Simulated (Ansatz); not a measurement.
**C₃H₃Cl₂GaO₂: one species, many methods**

One table from this session's results is given with a row withheld; the runs are named, their logs left out.

The runs use Ansatz 0.2.0, Gaussian basis; functionals in def2-TZVPP, the program's frozen cores in correlated methods.

The runs, in order: LDA (SPW92), PBE-D4, revPBE-D4, BLYP-D4, r2SCAN-D4, B97M-V, PBE0-D4, B3LYP-D4, r2SCANh-D4, r2SCAN0-D4, HSE06-D4, BHLYP-D4, CAM-B3LYP-D4, LC-ωPBE, ωB97X-V, ωB97M-V, B2PLYP, PBE-QIDH; CCSD(T)/def2-SVP; CCSD(T)/def2-TZVPP; MP2/def2-QZVPP; extrapolation to the limit; RPA on PBE.

**The relaxed structure**

An earlier PBE0-D4 in a triple-zeta def2 set relaxation fixed the geometry.

SMILES `[Cl][Ga-]1([Cl])[O]C=CC=[O+]1`, 11 atoms, charge 0, spin multiplicity 1.

Atoms are counted from 1 here; the program's logs count them from 0.

Bond lengths: Cl1–Ga2 2.132 Å, Ga2–Cl3 2.132 Å, Ga2–O4 1.909 Å, Ga2–O8 1.909 Å, O4–C5 1.267 Å, C5–C6 1.389 Å, C5–H9 1.094 Å, C6–C7 1.389 Å, C6–H10 1.081 Å, C7–O8 1.267 Å, C7–H11 1.094 Å. Angles: Cl1–Ga2–Cl3 121.0°, Cl1–Ga2–O4 109.2°, Cl1–Ga2–O8 109.2°, Cl3–Ga2–O4 109.2°, Cl3–Ga2–O8 109.2°, O4–Ga2–O8 96.0°, Ga2–O4–C5 123.1°, O4–C5–C6 127.1°, O4–C5–H9 114.8°, C6–C5–H9 118.1°, C5–C6–C7 123.5°, C5–C6–H10 118.3°, C7–C6–H10 118.3°, C6–C7–O8 127.1°, C6–C7–H11 118.1°, O8–C7–H11 114.8°, Ga2–O8–C7 123.1°.

Set-up of the first run:

Contents of in.yaml:

```yaml
crystal:
  periodic: [false, false, false]
  atoms:
    - {symbol: Cl, position_ang: [-1.419429, -2.197584, 2.107834]}
    - {symbol: Ga, position_ang: [0.250965, -1.155533, 1.288661]}
    - {symbol: Cl, position_ang: [2.225245, -1.500678, 2.017003]}
    - {symbol: O, position_ang: [-0.106663, 0.719168, 1.306239]}
    - {symbol: C, position_ang: [-0.261807, 1.404821, 0.251572]}
    - {symbol: C, position_ang: [-0.206031, 0.949920, -1.059317]}
    - {symbol: C, position_ang: [0.037105, -0.373802, -1.401516]}
    - {symbol: O, position_ang: [0.239910, -1.343282, -0.610637]}
    - {symbol: H, position_ang: [-0.460149, 2.467850, 0.419834]}
    - {symbol: H, position_ang: [-0.360496, 1.664085, -1.855655]}
    - {symbol: H, position_ang: [0.061331, -0.634975, -2.464008]}
basis:
  gaussian: {orbitals: def2-TZVPP}
hamiltonian: {xc: lda}
output: {orbitals: {seedname: orbitals}}
```

Steps of the session up to this table: LDA; PBE-D4 (GGA); revPBE-D4 (GGA); BLYP-D4 (GGA); r2SCAN-D4 (meta-GGA); B97M-V (meta-GGA); PBE0-D4 (hybrid); B3LYP-D4 (hybrid); r2SCANh-D4 (hybrid); r2SCAN0-D4 (hybrid); HSE06-D4 (hybrid); BHLYP-D4 (hybrid); CAM-B3LYP-D4 (range-separated); LC-ωPBE (range-separated); ωB97X-V (range-separated); ωB97M-V (range-separated); B2PLYP (double hybrid); PBE-QIDH (double hybrid).

One table of the session follows, with a row left open; its other results are not shown here.

It belongs to the step «Frontier levels by functional». 

```
  functional  HOMO (eV)  LUMO (eV)  gap (eV)
 LDA (SPW92)      -7.27      -3.94      3.33
      PBE-D4      -7.05      -3.67      3.38
   revPBE-D4      -6.98      -3.57      3.40
     BLYP-D4      -6.89      -3.53      3.36
   r2SCAN-D4      -7.31      -3.57      3.74
      B97M-V      -7.30      -3.46      3.84
     PBE0-D4      -8.18      -2.79      5.39
    B3LYP-D4      -7.97      -3.00      4.97
  r2SCANh-D4      -7.73      -3.24      4.49
  r2SCAN0-D4          ?          ?         ?
    HSE06-D4      -7.79      -3.17      4.61
    BHLYP-D4      -9.18      -1.75      7.44
CAM-B3LYP-D4      -9.44      -1.69      7.75
     LC-ωPBE     -10.71      -0.60     10.11
     ωB97X-V     -10.38      -0.60      9.77
     ωB97M-V     -10.28      -0.65      9.63
```

Estimate the missing values for r2SCAN0-D4.

Worked estimate for «HOMO (eV)». Against the share of exact exchange, r2SCAN-D4 (0, -7.31), r2SCANh-D4 (0.1, -7.73) give a slope of -4.20 per unit share; at 0.25 the line stands at -8.36.

The run gave: HOMO (eV): -8.36; LUMO (eV): -2.73; gap (eV): 5.63. In «HOMO (eV)» the line misses by 0.00.
